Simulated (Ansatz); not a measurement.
Working through an equation of state with a fit of LuF₃, space group P-3m1

With Ansatz 0.2.0, Python API.

Run as a notebook:

**Cell 1**
```python
import warnings

import ansatz as az
import numpy as np
from scipy.optimize import curve_fit
```

**Cell 2**
```python
config = {
    "functional": "pbesol",
    "cutoff": 420,
    "mesh": (5, 5, 4),
}
```

**Cell 3**
```python
vectors0 = np.array([
    [3.81589, 0.0, 0.0],
    [-1.90794, 3.30465, 0.0],
    [0.0, 0.0, 4.20719],
])
sites = [
    ("Lu", (0.0, 0.0, 0.5)),
    ("F", (1 / 3, 2 / 3, 0.60999)),
    ("F", (2 / 3, 1 / 3, 0.39001)),
    ("F", (0.0, 0.0, 0.0)),
]
```

**Cell 4**
```python
def crystal_on(cell):
    crystal = az.Crystal(lattice=az.Lattice.of(cell))
    for symbol, position in sites:
        crystal = crystal.atom(symbol, position)
    return crystal
```

**Cell 5**
```python
def vinet(v, e0, v0, b0, b1):
    eta = (v / v0) ** (1 / 3)
    return e0 + 2 * b0 * v0 / (b1 - 1) ** 2 * (2 - (5 + 3 * b1 * (eta - 1) - 3 * eta) * np.exp(-1.5 * (b1 - 1) * (eta - 1)))

warnings.simplefilter("ignore", az.DeckWarning)
```

**Cell 6**
```python
# uniform scaling of the cell
volumes, energies = [], []
for scale in np.linspace(0.92, 1.08, 7):
    cell = vectors0 * scale ** (1 / 3)
    base = (
        crystal_on(cell).calculation()
        .functional(config["functional"])
        .basis(config["cutoff"])
        .occupations(az.OccupationsMethod.FIXED)
        .kpoints(*config["mesh"])
    )
    data = base.run(threads=1, pin="off").report
    volumes.append(abs(np.linalg.det(cell)) / len(sites))
    energies.append(data["free_energy_ev"] / len(sites))
    print(f"V = {volumes[-1]:8.4f} A^3/atom  F = {energies[-1]:.5f} eV/atom")
```
Output:
```text
V =  12.2023 A^3/atom  F = -4255.02469 eV/atom
V =  12.5560 A^3/atom  F = -4255.05957 eV/atom
V =  12.9097 A^3/atom  F = -4255.08347 eV/atom
V =  13.2634 A^3/atom  F = -4255.09780 eV/atom
V =  13.6170 A^3/atom  F = -4255.10401 eV/atom
V =  13.9707 A^3/atom  F = -4255.10306 eV/atom
V =  14.3244 A^3/atom  F = -4255.09589 eV/atom
```

**Cell 7**
```python
guess = (min(energies), volumes[int(np.argmin(energies))], 0.5, 4.5)
(e0, v0, b0, b1), _ = curve_fit(vinet, np.array(volumes), np.array(energies), p0=guess, maxfev=20000)
print(f"Vinet fit: V0 = {v0:.4f} A^3/atom, B0 = {160.21766 * b0:.1f} GPa, B1 = {b1:.2f}")
print("largest residual", round(1000 * float(np.abs(vinet(np.array(volumes), e0, v0, b0, b1) - energies).max()), 3), "meV/atom")
```
Output:
```text
Vinet fit: V0 = 13.7407 A^3/atom, B0 = 119.0 GPa, B1 = 4.63
largest residual 0.046 meV/atom
```

A third-order Birch-Murnaghan fit through the 7 points has its minimum at 13.74 Å³ an atom, 3.6 % above the typed cell, with a bulk modulus of 119 GPa and dB/dP = 4.5. From that minimum the energy rises by 79.7 meV an atom on the compressed side and 8.5 meV on the expanded side.

Notes:
- Total energies depend on the potentials; only differences at equal settings carry meaning.
- Shape and fractional positions are held along the curve, so the bulk modulus is an upper value where they are free to relax.
- The structure comes from a database of computed cells and needn't be a stable or known phase.
- Wall time of the script: 12 s on 1 thread of Arm Neoverse V1, with other jobs on the host, peak memory 0.41 GiB.

(Lines on the test bed's own set-up are left out of the output.)
